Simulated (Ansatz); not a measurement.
# One shape, several levels: CH6ClSi2 (SMILES C[Si]([SiH3])Cl)

Aim: a comparison of 6 runs (UHF/3-21G, UHF/def2-SVP, UB3LYP/6-31G*, U-r2SCAN/def2-SVP, UB3LYP/def2-SVP, UCCSD(T)/def2-SVP) of CH6ClSi2. 

The calculation is run with Ansatz 0.2.0.

44 further runs of the same task are left out: 44 set aside as unsound or not needed.

### Step 1. The molecule

The species is CH6ClSi2 (10 atoms), meant as a doublet with charge 0. As SMILES, `C[Si]([SiH3])Cl`. The C1–H6 distance was set to 1.641 Å, away from the relaxed value. At this shape a bond of the SMILES string is far longer than usual.

Bond lengths: C1–Si2 1.872 Å, Si2–Si3 2.338 Å, Si2–Cl4 2.073 Å, C1–H5 1.093 Å, C1–H7 1.092 Å, Si3–H8 1.485 Å, Si3–H9 1.490 Å, Si3–H10 1.489 Å. Some angles: C1–Si2–Si3 115.2°, C1–Si2–Cl4 108.2°, Si3–Si2–Cl4 108.6°, Si2–C1–H5 110.0°, Si2–C1–H7 110.6°, Si2–Si3–H8 109.0°, Si2–Si3–H9 112.4°, Si2–Si3–H10 108.4°, H5–C1–H7 108.6°, H8–Si3–H9 109.1°. A long bond or contact: C1–H6 1.641 Å.

### Step 2. A single-point energy at UHF/3-21G (run 1)

File input.yaml:

```yaml
crystal:
  periodic: [false, false, false]
  atoms:
    - symbol: C
      position_ang: [-0.614648, 1.223448, -1.243355]
    - symbol: Si
      position_ang: [-0.190448, -0.599852, -1.229755]
    - symbol: Si
      position_ang: [1.456452, -1.226352, 0.307045]
    - symbol: Cl
      position_ang: [-1.920148, -1.665052, -0.814355]
    - symbol: H
      position_ang: [0.281652, 1.813748, -1.449355]
    - symbol: H
      position_ang: [-1.223500, 1.680800, 0.209700]
    - symbol: H
      position_ang: [-1.358648, 1.439648, -2.012655]
    - symbol: H
      position_ang: [1.693452, -2.688052, 0.192045]
    - symbol: H
      position_ang: [1.074352, -0.903352, 1.710745]
    - symbol: H
      position_ang: [2.711152, -0.498252, -0.026555]
basis:
  gaussian:
    orbitals: 3-21G.json
magnetization:
  spin_polarized: true
  initial_magnetization: 1
hamiltonian:
  xc: hf
accuracy: high
output:
  orbitals: {seedname: orbitals}
```

The basis set 3-21G is read from a file made from the Basis Set Exchange's data (not shown).

Launch:

```bash
$ ansatz run input.yaml --threads 1 --pin off --max-ram 3480MiB --events-out events.jsonl --progress --plain --runs-dir runs
```

The program printed:

```text
Warning: RAYON_NUM_THREADS=1 ignored (pool sized by the plan → 1); use --threads N
Functional definition: HF
  name "HF"
  exchange = exact_x
  correlation = 0
1408 factors; integrals over basis functions are off by at most 5.6e-9 eV
mean field evaluation 1: about -29200.3286 eV, gradient 1.3e1 eV
mean field evaluation 2: about -29200.6260 eV, gradient 1.3e1 eV
mean field evaluation 4: about -29202.1642 eV, gradient 1.8e0 eV
mean field evaluation 8: about -29202.2306 eV, gradient 5.4e-1 eV
mean field evaluation 16: about -29202.2802 eV, gradient 2.5e-7 eV
mean field -29202.28020705 eV, -1073.1640035926 hartree, gradient 9.3e-8 eV, S^2 0.879208; 0 other end points of the search recorded, 0 dependent functions left out
reference -29202.28020705 eV, -1073.1640035926 hartree; 29, 28 occupied and 31, 32 virtual orbitals, 1408 factors
Total energy: -29202.28020705 eV, -1073.1640035926 hartree
```

Wall time 1.5 s (1 thread of Arm Neoverse V2, shared host); peak memory 0.2 GiB.

### Step 3. The energy at UHF/def2-SVP (run 2)

File run.yaml:

```yaml
crystal:
  periodic: [false, false, false]
  atoms:
    - {symbol: C, position_ang: [-0.614648, 1.223448, -1.243355]}
    - {symbol: Si, position_ang: [-0.190448, -0.599852, -1.229755]}
    - {symbol: Si, position_ang: [1.456452, -1.226352, 0.307045]}
    - {symbol: Cl, position_ang: [-1.920148, -1.665052, -0.814355]}
    - {symbol: H, position_ang: [0.281652, 1.813748, -1.449355]}
    - {symbol: H, position_ang: [-1.223500, 1.680800, 0.209700]}
    - {symbol: H, position_ang: [-1.358648, 1.439648, -2.012655]}
    - {symbol: H, position_ang: [1.693452, -2.688052, 0.192045]}
    - {symbol: H, position_ang: [1.074352, -0.903352, 1.710745]}
    - {symbol: H, position_ang: [2.711152, -0.498252, -0.026555]}
basis:
  gaussian: {orbitals: def2-SVP}
magnetization: {spin_polarized: true, initial_magnetization: 1}
hamiltonian: {xc: hf}
accuracy: high
output: {orbitals: {seedname: orbitals}}
```

Launch:

```bash
$ ansatz run run.yaml --threads 1 --pin off --max-ram 3480MiB --events-out events.jsonl --progress --plain --runs-dir runs
```

The program printed:

```text
Warning: RAYON_NUM_THREADS=1 ignored (pool sized by the plan → 1); use --threads N
[... 4 set-up lines as earlier in the session ...]
2137 factors; integrals over basis functions are off by at most 7.9e-9 eV
mean field evaluation 1: about -29339.8154 eV, gradient 1.6e1 eV
mean field evaluation 2: about -29339.8232 eV, gradient 1.6e1 eV
mean field evaluation 4: about -29342.1609 eV, gradient 2.4e0 eV
mean field evaluation 8: about -29342.2760 eV, gradient 3.1e-1 eV
mean field evaluation 16: about -29342.2950 eV, gradient 2.7e-8 eV
mean field -29342.29498229 eV, -1078.3094516773 hartree, gradient 1.4e-8 eV, S^2 0.859601; 0 other end points of the search recorded, 0 dependent functions left out
reference -29342.29498229 eV, -1078.3094516773 hartree; 29, 28 occupied and 69, 70 virtual orbitals, 2137 factors
Total energy: -29342.29498229 eV, -1078.3094516773 hartree
```

It took 5.7 s on 1 thread of Arm Neoverse V2, shared host; peak memory 0.41 GiB.

Run 3 isn't shown in full; the table further down has it.

### Step 4. A single-point energy at U-r2SCAN/def2-SVP (run 4)

File input.yaml:

```yaml
crystal:
  periodic: [false, false, false]
  atoms:
    - {symbol: C, position_ang: [-0.614648, 1.223448, -1.243355]}
    - {symbol: Si, position_ang: [-0.190448, -0.599852, -1.229755]}
    - {symbol: Si, position_ang: [1.456452, -1.226352, 0.307045]}
    - {symbol: Cl, position_ang: [-1.920148, -1.665052, -0.814355]}
    - {symbol: H, position_ang: [0.281652, 1.813748, -1.449355]}
    - {symbol: H, position_ang: [-1.223500, 1.680800, 0.209700]}
    - {symbol: H, position_ang: [-1.358648, 1.439648, -2.012655]}
    - {symbol: H, position_ang: [1.693452, -2.688052, 0.192045]}
    - {symbol: H, position_ang: [1.074352, -0.903352, 1.710745]}
    - {symbol: H, position_ang: [2.711152, -0.498252, -0.026555]}
basis:
  gaussian:
    orbitals: def2-SVP
magnetization:
  spin_polarized: true
  initial_magnetization: 1
hamiltonian:
  xc: {name: r2SCAN}
accuracy: high
output:
  orbitals: {seedname: orbitals}
```

Launch:

```bash
$ ansatz run input.yaml --threads 1 --pin off --max-ram 3480MiB --events-out events.jsonl --progress --plain --runs-dir runs
```

The program printed:

```text
Warning: RAYON_NUM_THREADS=1 ignored (pool sized by the plan → 1); use --threads N
Functional definition: r2SCAN
  name "r2SCAN"
  parameter k0 = 0.174
  parameter k1 = 0.065
  parameter a1 = 4.9479
  exchange = r2scan_x(k0 = k0, k1 = k1, a1 = a1)
  correlation = r2scan_c
2137 factors; integrals over basis functions are off by at most 7.9e-9 eV
mean field evaluation 1: about -29392.6986 eV, gradient 3.2e1 eV
mean field evaluation 2: about -29382.2119 eV, gradient 4.8e1 eV
mean field evaluation 4: about -29398.4967 eV, gradient 3.1e0 eV
mean field evaluation 8: about -29398.5478 eV, gradient 7.8e-2 eV
mean field evaluation 16: about -29398.5481 eV, gradient 3.0e-4 eV
mean field -29398.54805165 eV, -1080.3767138464 hartree, gradient 6.1e-8 eV, S^2 0.762690; 0 other end points of the search recorded, 0 dependent functions left out
reference -29398.54805389 eV, -1080.3767139290 hartree; 29, 28 occupied and 69, 70 virtual orbitals, 2137 factors
Total energy: -29398.54805389 eV, -1080.3767139290 hartree
```

It took 34 s on 1 thread of Arm Neoverse V2, shared host; peak memory 0.51 GiB.

Run 5 isn't shown in full; the table further down has it.

### Step 5. A single-point energy at UCCSD(T)/def2-SVP (run 6)

Edit run.yaml of step 3 so:

```diff
@@ -14,6 +14,12 @@
 basis:
-  gaussian: {orbitals: def2-SVP}
-magnetization: {spin_polarized: true, initial_magnetization: 1}
-hamiltonian: {xc: hf}
+  gaussian:
+    orbitals: def2-SVP
+magnetization:
+  spin_polarized: true
+  initial_magnetization: 1
+scf:
+  omitted_lower_state_checks: [cluster_reference, increment]
 accuracy: high
-output: {orbitals: {seedname: orbitals}}
+correlation:
+  method: ccsd_t
+  frozen_orbitals: {C: 1, Cl: 5, H: 0, Si: 5}
```

Launch:

```bash
$ ansatz run run.yaml --threads 1 --pin off --max-ram 3480MiB --events-out events.jsonl --progress --plain --runs-dir runs
```

The program printed, cut to the lines that bear on the results:

```text
Warning: RAYON_NUM_THREADS=1 ignored (pool sized by the plan → 1); use --threads N
[... 2 set-up lines as earlier in the session ...]
[...]
2137 factors; integrals over basis functions are off by at most 7.9e-9 eV
[...]
mean field -29342.29498229 eV, -1078.3094516773 hartree, gradient 1.4e-8 eV, S^2 0.859601; 0 other end points of the search recorded, 0 dependent functions left out
16 core orbitals not correlated: weight in the atoms' cores, before any rotation towards them, 1.000 or more for the frozen orbitals, at most 0.000 for the correlated occupied ones
reference -29342.29498229 eV, -1078.3094516773 hartree; 13, 12 occupied and 69, 70 virtual orbitals, 2137 factors
second order -12.44293167 eV of doubles, -0.00000000 eV of singles
cycle   1  -13.66874233 eV  change    -1.2e0 eV  update   1.0e-1
[...]
cycle  26  -14.34865486 eV  change    1.9e-9 eV  update  8.6e-10
perturbative correction -0.42069780 eV, -0.0154603590 hartree
Total energy: -29357.06433495 eV, -1078.8522153765 hartree
Checks for a lower state left out: cluster_reference, increment
```

It took 95 s on 1 thread of Arm Neoverse V2, shared host; peak memory 1.1 GiB.

### Step 6. The series

| run | level | frozen core orbitals | energy (Eh) | HOMO energy (eV) | LUMO energy (eV) | ⟨S²⟩ | wall time |
| --- | --- | --- | --- | --- | --- | --- | --- |
| 1 | UHF/3-21G | – | -1073.164004 | -8.82 | 0.58 | 0.879 | 1.5 s |
| 2 | UHF/def2-SVP | – | -1078.309452 | -8.69 | 0.96 | 0.860 | 5.7 s |
| 3 | UB3LYP/6-31G* (spherical functions) | – | -1080.835111 | -5.66 | -3.04 | 0.758 | 17 s |
| 4 | U-r2SCAN/def2-SVP | – | -1080.376714 | -5.26 | -3.25 | 0.763 | 34 s |
| 5 | UB3LYP/def2-SVP | – | -1080.536935 | -5.64 | -3.04 | 0.757 | 19 s |
| 6 | UCCSD(T)/def2-SVP | 16 | -1078.852215 | – | – | 0.860 | 95 s |

### Step 7. Results

| quantity | value |
| --- | --- |
| run 6: total energy | -1078.85222 Eh |
| run 6: correlation energy (16 core orbitals frozen) | -542.8 mEh |
| run 6: (T) correction | -15.46 mEh |
| run 6: ⟨S²⟩ of the reference determinant | 0.860 |
| run 6: T1 diagnostic | 0.025 |

Totals of different functionals can't be ranked against each other. Spin contamination of the reference: run 1 ⟨S²⟩ = 0.88, run 2 ⟨S²⟩ = 0.86, run 6 ⟨S²⟩ = 0.86. All runs together took 2.9 min, the longest 95 s.
